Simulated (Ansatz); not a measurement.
# Li2RuN2 (P1) in Ansatz: convergence with wavefunction cutoff

Aim: find how far wavefunction cutoff must go before the results for Li2RuN2 settle, at r2SCAN. This setting moves, with any that are tied to it; all else stays.

Everything below comes from runs of Ansatz 0.2.0. Logs are shortened: lines on timing, memory, paths and dates and some standing lists are left out, and cuts for length are marked.

### Step 1. The cell of the first run

The typed cell holds 5 atoms: a = 3.164 Å, b = 3.164 Å, c = 5.211 Å, α = 90.00°, β = 90.00°, γ = 120.00°.

The cell comes from a database or a generator and needn't be the stable form of this composition.

The cell isn't the ideal one: atoms moved at random, drawn with an rms of 0.05 Å.

### Step 2. With wavefunction cutoff 400 eV

File input.yaml:

```yaml
crystal:
  lattice:
    - [3.1642327038, 0.0, 0.0]
    - [-1.5821163519, 2.740305905, 0.0]
    - [0.0, 0.0, 5.2114500038]
  atoms:
    - { symbol: Ru, position: [-0.001837, -0.008529, 0.001537] }
    - { symbol: "N", position: [0.320709, 0.65812, 0.214372] }
    - { symbol: "N", position: [0.64709, 0.303557, 0.791873] }
    - { symbol: Li, position: [0.34231, 0.673703, 0.640768] }
    - { symbol: Li, position: [0.67432, 0.342845, 0.353656] }
hamiltonian:
  xc: r2scan
  pseudopotentials: { kind: paw, source: jth }
kpoints:
  mp_grid: { grid: [7, 7, 4] }
scf:
  occupations: { method: fermi_dirac, width: 0.05 }
output:
  forces: true
  stress: true
  eigenvalues: true
basis:
  ecutwfc: "400 eV"
```

Potentials or basis: JTH PAW.

Run with:

```bash
$ ansatz run input.yaml --threads 2 --pin off --max-ram 5632MiB --backend cpu --events-out ev --progress --plain --runs-dir out
```

The program printed:

```text
Warning: basis.ecutwfc = 400 eV is below the records' recommended 1800 eV, and the density's cutoff is lower with it unless basis.ecutrho_ratio is high enough to keep the records' density cutoff: compare with a run at a higher cutoff
Warning: the checks of this Ru dataset prove no rule for summing its radial tables, as where they were carried onto another mesh than they were made on, and Gregory's rule is taken, under which a leading mesh point left out moves its sums only by what lay on the interval it spanned. That does not make them correct, and they differ from Quantum ESPRESSO's on this file; a re-export a fraction of a mesh step off can move them. hamiltonian.pseudopotentials.radial_quadrature: simpson_from_first_knot sums it by `pw.x`'s rule; on a PAW file no value gives `pw.x`'s numbers. What more to know: hamiltonian.pseudopotentials.radial_quadrature, in the input reference
Warning: the checks of this N dataset prove no rule for summing its radial tables, as where they were carried onto another mesh than they were made on, and Gregory's rule is taken, under which a leading mesh point left out moves its sums only by what lay on the interval it spanned. That does not make them correct, and they differ from Quantum ESPRESSO's on this file; a re-export a fraction of a mesh step off can move them. hamiltonian.pseudopotentials.radial_quadrature: simpson_from_first_knot sums it by `pw.x`'s rule; on a PAW file no value gives `pw.x`'s numbers. What more to know: hamiltonian.pseudopotentials.radial_quadrature, in the input reference
Warning: the checks of this Li dataset prove no rule for summing its radial tables, as where they were carried onto another mesh than they were made on, and Gregory's rule is taken, under which a leading mesh point left out moves its sums only by what lay on the interval it spanned. That does not make them correct, and they differ from Quantum ESPRESSO's on this file; a re-export a fraction of a mesh step off can move them. hamiltonian.pseudopotentials.radial_quadrature: simpson_from_first_knot sums it by `pw.x`'s rule; on a PAW file no value gives `pw.x`'s numbers. What more to know: hamiltonian.pseudopotentials.radial_quadrature, in the input reference
Warning: RAYON_NUM_THREADS=2 ignored (pool sized by the plan → 2); use --threads N
Engine: ansatz 0.2.0, x86_64-unknown-linux-gnu
Pseudopotentials: kind: paw
Pseudopotential: Ru, paw, valence charge 16, recommended cutoff 1800 eV (normal), Ru.paw.azcp
Pseudopotential: N, paw, valence charge 5, recommended cutoff 1320 eV (normal), N.paw.azcp
Pseudopotential: Li, paw, valence charge 3, recommended cutoff 1170 eV (normal), Li.paw.azcp
Functional definition: r2SCAN
  parameter k0 = 0.174
  parameter k1 = 0.065
  parameter a1 = 4.9479
  exchange = r2scan_x(k0 = k0, k1 = k1, a1 = a1)
  correlation = r2scan_c
Crystal: 5 atoms, lattice volume = 45.188 Å³
Basis set: ecut = 400 eV, 809 PW (Γ), exchange–correlation on 96×96×144 points (64 copies of the dense FFT grid, shifted against one another)
Bands: 21, of which v1, the nominal top of the filled ones, is band 16 counted from 1 (15 counted from 0)
Symmetry: 1 space group operations
Space group: P1 (ITA 1), of the structure as read, at distance tolerance 3.6e-5 Å
k-points: 99 of 196 (time reversal used)
Non-local potential: Ru, projectors of the file, l = 0: 2, l = 1: 2, l = 2: 2
Non-local potential: N, projectors of the file, l = 0: 2, l = 1: 2
Non-local potential: Li, projectors of the file, l = 0: 3, l = 1: 2
PAW form: soft (Blöchl's): semilocal exchange-correlation on the pseudo side does not see the compensation charge
PAW frozen core: Ru, regenerated for the run's functional (the file was generated under x = pbe(κ = 0.804, μ = 0.2195149727645171), c = pbe(β = 0.06672455060314922))
PAW frozen core: N, regenerated for the run's functional (the file was generated under x = pbe(κ = 0.804, μ = 0.2195149727645171), c = pbe(β = 0.06672455060314922))
PAW one-centre angular grid: Ru, 590 points (default); XC on 160 Gauss nodes
PAW one-centre angular grid: N, 302 points (default); XC on 160 Gauss nodes
PAW one-centre angular grid: Li, 302 points (default); XC on 160 Gauss nodes
Initial density: superposition of atomic densities (chi_scale 0.1, normalization cell, long waves kept (reshape's long-wave potential 0.01 eV rms))
Initial wavefunctions: pseudopotential atomic-orbital guess
Functional: x = r2scan, c = r2scan; τ floored in thin density (d = 2e-4 eV/Å³)
SCF iter   1: F=—  HF=-7066.261599 eV  |F-HF|=—  |Δ(HF+E_count)|=         —  Δρ=1.46e-1  dr2=1.81e1  dr2_τ=1.30e0  ethr=3.10e-3  ⟨swp⟩=6.3  Hψ=12871  notcnv=0
preconditioner: auto → Kerker (q_TF=auto, 2.576 Å⁻¹)  [metal: Δε(μ)=0.002 eV  Ē_g=10.571 eV  σ=0.050 eV  W_gap=0.01  n_scr=10 (ndim 8)  ℏωp=24.7 eV  f_vac=0.000  D(μ)=5.74/eV (n_scr^D=96)]
SCF iter   2: F=—  HF=-7064.257149 eV  |F-HF|=—  |Δ(HF+E_count)|=    2.00e0  Δρ=5.56e-2  dr2=9.62e-1  dr2_τ=1.14e0  ethr=3.10e-3  ⟨swp⟩=3.1  Hψ=5158  notcnv=0
SCF iter   3: F=—  HF=-7064.312279 eV  |F-HF|=—  |Δ(HF+E_count)|=   5.51e-2  Δρ=2.76e-2  dr2=5.54e-1  dr2_τ=3.44e-2  ethr=3.00e-3  ⟨swp⟩=2.5  Hψ=3765  notcnv=0
SCF iter   4: F=—  HF=-7064.292764 eV  |F-HF|=—  |Δ(HF+E_count)|=   1.95e-2  Δρ=7.81e-3  dr2=3.60e-2  dr2_τ=2.38e-3  ethr=1.73e-3  ⟨swp⟩=3.0  Hψ=3165  notcnv=0
SCF iter   5: F=—  HF=-7064.291357 eV  |F-HF|=—  |Δ(HF+E_count)|=   1.41e-3  Δρ=3.66e-3  dr2=9.31e-3  dr2_τ=8.82e-4  ethr=1.12e-4  ⟨swp⟩=2.7  Hψ=4491  notcnv=0
SCF iter   6: F=—  HF=-7064.290936 eV  |F-HF|=—  |Δ(HF+E_count)|=   4.21e-4  Δρ=1.15e-3  dr2=5.70e-4  dr2_τ=5.13e-5  ethr=2.91e-5  ⟨swp⟩=2.0  Hψ=2285  notcnv=0
SCF iter   7: F=—  HF=-7064.291029 eV  |F-HF|=—  |Δ(HF+E_count)|=   9.23e-5  Δρ=2.80e-4  dr2=3.27e-5  dr2_τ=5.74e-6  ethr=1.78e-6  ⟨swp⟩=2.8  Hψ=3114  notcnv=0
SCF iter   8: F=—  HF=-7064.291034 eV  |F-HF|=—  |Δ(HF+E_count)|=   5.14e-6  Δρ=1.58e-4  dr2=1.37e-5  dr2_τ=4.22e-6  ethr=1.02e-7  ⟨swp⟩=2.0  Hψ=2912  notcnv=0
SCF iter   9: F=—  HF=-7064.291033 eV  |F-HF|=—  |Δ(HF+E_count)|=   9.85e-7  Δρ=5.28e-5  dr2=1.27e-6  dr2_τ=2.85e-7  ethr=4.28e-8  ⟨swp⟩=2.9  Hψ=3069  notcnv=0
SCF iter  10: F=—  HF=-7064.291033 eV  |F-HF|=—  |Δ(HF+E_count)|=   1.41e-8  Δρ=1.50e-5  dr2=2.02e-7  dr2_τ=2.17e-8  ethr=3.97e-9  ⟨swp⟩=2.2  Hψ=3083  notcnv=0
SCF iter  11: F=-7064.291033 eV  HF=-7064.291033 eV  |F-HF|=5.81e-9  |Δ(HF+E_count)|=  2.81e-10  Δρ=5.07e-6  dr2=1.78e-8  dr2_τ=2.61e-9  ethr=3.13e-10  ⟨swp⟩=5.5  Hψ=8797  notcnv=0
SCF 1 converged in 11 iterations: F = -7064.291033 eV  dr2 = 1.78e-8
SCF converged after 11 iterations
Free energy (F): -7064.291033 eV
Harris-Foulkes:  -7064.291033 eV  (|F-HF|=5.81e-9)
Internal energy: -7064.262174 eV  (E = F + TS)
E sigma→0 (E₀):  -7064.276603 eV
Entropy (-TS):   -0.028859 eV (-5.772 meV/atom)
Fermi energy:    11.580392 eV
--- Per-component energies (eV) ---
  E_band       = -352.129242
  E_kinetic    = 715.593738
  E_local      = -2571.040050  (includes V_loc(G=0)·N_el)
  E_nonlocal   = 290.154841
  E_hartree    = 940.895407
  E_xc         = -279.512059
  E_vxc        = -392.076755  (∫ρ·V_xc dr)
  E_paw        = -3785.794366  (= ΣΔE_a)
  E_vpaw       = -303.005682  (= ΣTr[D̂ρ^β])
  E_aug_tail   = 0.000721  (compensation charges beyond the density's cutoff)
  E_vtau       = 26.449006  (kinetic-family band-sum trace: ∫τ·v_τ [+ j·A + Jᵃ·Aᵃ] dr)
  E_ewald      = -2374.191856
  E_core_change = -0.368550  (= ΣΔE_core)
  E_smearing   = -0.028859  (= −TS)
  E_closure    = 0.000000  (closes the sum)
  Σ components = -7064.291033   (vs F -7064.291033, Δ=0.00e0)
--- Forces (eV/Å), atoms counted from 1 ---
  atom   1  Ru    -0.28407073    -0.18233986    -0.13308957
  atom   2  N      0.34035603     0.17483746    -0.23599286
  atom   3  N      0.21064551     0.72067689     0.21245787
  atom   4  Li    -0.09769342    -0.44208473    -0.02108795
  atom   5  Li    -0.16937328    -0.27086446     0.17713483
  max |Σ_I F_I| component: 5.78e-4 eV/Å
--- Stress (GPa, compression-positive) ---
       -3.783536       0.055116      -0.184211
        0.055116      -4.394158      -0.431629
       -0.184211      -0.431632      -3.207082
  P = ⅓ Tr σ = -3.7949 GPa (-37.949 kbar)
--- Band table (eV; the first three rows and the last of 99) ---
  k-point 0: bands = ["-63.8012", "-35.1000", "-34.9776", "-33.0516", "-32.9280", "-32.9261", "-4.9474", "-3.0562", "4.8523", "5.8730", "5.9421", "9.5993", "9.6546", "10.2342", "10.3217", "10.3691", "11.3123", "15.0161", "15.2857", "16.3474", "19.6523"]
  k-point 1: bands = ["-63.8012", "-35.1043", "-34.9733", "-33.0515", "-32.9280", "-32.9261", "-4.9155", "-3.1424", "5.2321", "5.8812", "5.9537", "9.2439", "9.5846", "9.6344", "10.2479", "10.2677", "11.7724", "15.1437", "15.4150", "16.9030", "19.3071"]
  k-point 2: bands = ["-63.8012", "-35.1082", "-34.9693", "-33.0515", "-32.9280", "-32.9261", "-4.8780", "-3.2235", "5.7836", "5.8963", "5.9700", "8.3888", "9.5650", "9.6140", "10.1805", "10.2017", "12.0272", "15.2906", "15.5676", "17.6595", "19.0447"]
  k-point 98: bands = ["-63.7873", "-35.0583", "-34.9923", "-33.0746", "-33.0311", "-32.9797", "-3.8451", "-3.5014", "5.5194", "5.9809", "6.5612", "7.0614", "7.7899", "9.2748", "10.4944", "11.2849", "11.9964", "14.3888", "14.7434", "18.0380", "20.4672"]
```

It took 2.9 s on 2 threads of AMD EPYC 9R45 (Zen 5), shared host; peak memory 0.51 GiB.

What came out:

```yaml
Free_energy: -7064.2910 eV
Pressure: -3.8 GPa
Largest_force: 0.780 eV/Å
Band_gap_on_the_k_mesh: none (metal or under the smearing width)
```

### Step 3. With wavefunction cutoff 500 eV

input.yaml: that of step 2 with these lines changed.

```diff
@@ -23,2 +23,2 @@
 basis:
-  ecutwfc: "400 eV"
+  ecutwfc: "500 eV"
```

Potentials or basis: JTH PAW.

Run with:

```bash
$ ansatz run input.yaml --threads 2 --pin off --max-ram 5632MiB --backend cpu --events-out ev --progress --plain --runs-dir out
```

It took 3.4 s on 2 threads of AMD EPYC 9R45 (Zen 5), shared host; peak memory 0.54 GiB.

What came out:

```yaml
Free_energy: -7065.4464 eV
Pressure: -4.0 GPa
Largest_force: 0.779 eV/Å
Band_gap_on_the_k_mesh: none (metal or under the smearing width)
```

### Step 4. With wavefunction cutoff 600 eV

input.yaml: that of step 3 with these lines changed.

```diff
@@ -23,2 +23,2 @@
 basis:
-  ecutwfc: "500 eV"
+  ecutwfc: "600 eV"
```

Run with:

```bash
$ ansatz run input.yaml --threads 2 --pin off --max-ram 5632MiB --backend cpu --events-out ev --progress --plain --runs-dir out
```

Run time: 5 s. Hardware: 2 threads of AMD EPYC 9R45 (Zen 5), shared host; peak memory 0.6 GiB.

What came out:

```
Free energy            : -7065.7459 eV
Pressure               : -4.0 GPa
Largest force          : 0.779 eV/Å
Band gap on the k mesh : none (metal or under the smearing width)
```

### Step 5. With wavefunction cutoff 700 eV

input.yaml: that of step 4 with these lines changed.

```diff
@@ -23,2 +23,2 @@
 basis:
-  ecutwfc: "600 eV"
+  ecutwfc: "700 eV"
```

Run with:

```bash
$ ansatz run input.yaml --threads 2 --pin off --max-ram 5632MiB --backend cpu --events-out ev --progress --plain --runs-dir out
```

Wall time 5.6 s (2 threads of AMD EPYC 9R45 (Zen 5), shared host); peak memory 0.65 GiB.

Results:

* Free energy: -7065.8028 eV
* Pressure: -3.9 GPa
* Largest force: 0.775 eV/Å
* Band gap on the k mesh: none (metal or under the smearing width)

### Step 6. With wavefunction cutoff 850 eV

input.yaml: that of step 5 with these lines changed.

```diff
@@ -23,2 +23,2 @@
 basis:
-  ecutwfc: "700 eV"
+  ecutwfc: "850 eV"
```

Potentials or basis: JTH PAW.

Run with:

```bash
$ ansatz run input.yaml --threads 2 --pin off --max-ram 5632MiB --backend cpu --events-out ev --progress --plain --runs-dir out
```

Run time: 8.7 s. Hardware: 2 threads of AMD EPYC 9R45 (Zen 5), shared host; peak memory 0.66 GiB.

It converged, with:

```yaml
Free_energy: -7065.8139 eV
Pressure: -3.9 GPa
Largest_force: 0.776 eV/Å
Band_gap_on_the_k_mesh: none (metal or under the smearing width)
```

### Step 7. With wavefunction cutoff 1000 eV

input.yaml: that of step 6 with these lines changed.

```diff
@@ -23,2 +23,2 @@
 basis:
-  ecutwfc: "850 eV"
+  ecutwfc: "1000 eV"
```

Run with:

```bash
$ ansatz run input.yaml --threads 2 --pin off --max-ram 5632MiB --backend cpu --events-out ev --progress --plain --runs-dir out
```

Wall time 8.3 s (2 threads of AMD EPYC 9R45 (Zen 5), shared host); peak memory 0.78 GiB.

The run converged. Its results:

```yaml
Free_energy: -7065.8327 eV
Pressure: -3.9 GPa
Largest_force: 0.775 eV/Å
Band_gap_on_the_k_mesh: none (metal or under the smearing width)
```

### Step 8. With wavefunction cutoff 1200 eV

input.yaml: that of step 7 with these lines changed.

```diff
@@ -23,2 +23,2 @@
 basis:
-  ecutwfc: "1000 eV"
+  ecutwfc: "1200 eV"
```

Run with:

```bash
$ ansatz run input.yaml --threads 2 --pin off --max-ram 5632MiB --backend cpu --events-out ev --progress --plain --runs-dir out
```

Wall time 10 s (2 threads of AMD EPYC 9R45 (Zen 5), shared host); peak memory 0.88 GiB.

The run converged. Its results:

* Free energy: -7065.8533 eV
* Pressure: -3.9 GPa
* Largest force: 0.775 eV/Å
* Band gap on the k mesh: none (metal or under the smearing width)

### Step 9. With wavefunction cutoff 1400 eV

input.yaml: that of step 8 with these lines changed.

```diff
@@ -23,2 +23,2 @@
 basis:
-  ecutwfc: "1200 eV"
+  ecutwfc: "1400 eV"
```

Potentials or basis: JTH PAW.

Run with:

```bash
$ ansatz run input.yaml --threads 2 --pin off --max-ram 5632MiB --backend cpu --events-out ev --progress --plain --runs-dir out
```

Wall time 12 s (2 threads of AMD EPYC 9R45 (Zen 5), shared host); peak memory 1.1 GiB.

It converged, with:

- Free energy: -7065.8605 eV
- Pressure: -3.9 GPa
- Largest force: 0.775 eV/Å
- Band gap on the k mesh: none (metal or under the smearing width)

### Step 10. With wavefunction cutoff 1700 eV

input.yaml: that of step 9 with these lines changed.

```diff
@@ -23,2 +23,2 @@
 basis:
-  ecutwfc: "1400 eV"
+  ecutwfc: "1700 eV"
```

Run with:

```bash
$ ansatz run input.yaml --threads 2 --pin off --max-ram 5632MiB --backend cpu --events-out ev --progress --plain --runs-dir out
```

Run time: 18 s. Hardware: 2 threads of AMD EPYC 9R45 (Zen 5), shared host; peak memory 1.3 GiB.

Results (log left out):

| Item | Value |
| --- | --- |
| Free energy | -7065.8626 eV |
| Pressure | -3.9 GPa |
| Largest force | 0.775 eV/Å |
| Band gap on the k mesh | none (metal or under the smearing width) |

### Step 11. Summary

```csv
wavefunction cutoff,"energy less the tightest run, at zero smearing (meV/atom)",pressure (GPa),largest force (eV/Å),SCF cycles,CPU time (s),peak memory (GiB)
400 eV,314.34,-3.79,0.780,11,5.6,0.51
500 eV,83.23,-4.01,0.779,11,6.7,0.54
600 eV,23.34,-3.96,0.779,11,9.8,0.6
700 eV,11.96,-3.90,0.775,11,11,0.65
850 eV,9.73,-3.90,0.776,11,17,0.66
1000 eV,5.97,-3.91,0.775,11,16,0.78
1200 eV,1.86,-3.92,0.775,11,20,0.88
1400 eV,0.41,-3.91,0.775,11,24,1.1
1700 eV,0.00,-3.91,0.775,11,36,1.3
```

Against the tightest run, the energy stays within 1 meV/atom from 1400 eV on; the pressure stays within 0.1 GPa from 600 eV on; the largest force stays within 0.005 eV/Å from 400 eV on. The tightest run that finished is the yardstick and may itself not be fully converged.

Caveats: the cutoff lies under the one recommended for these potentials.
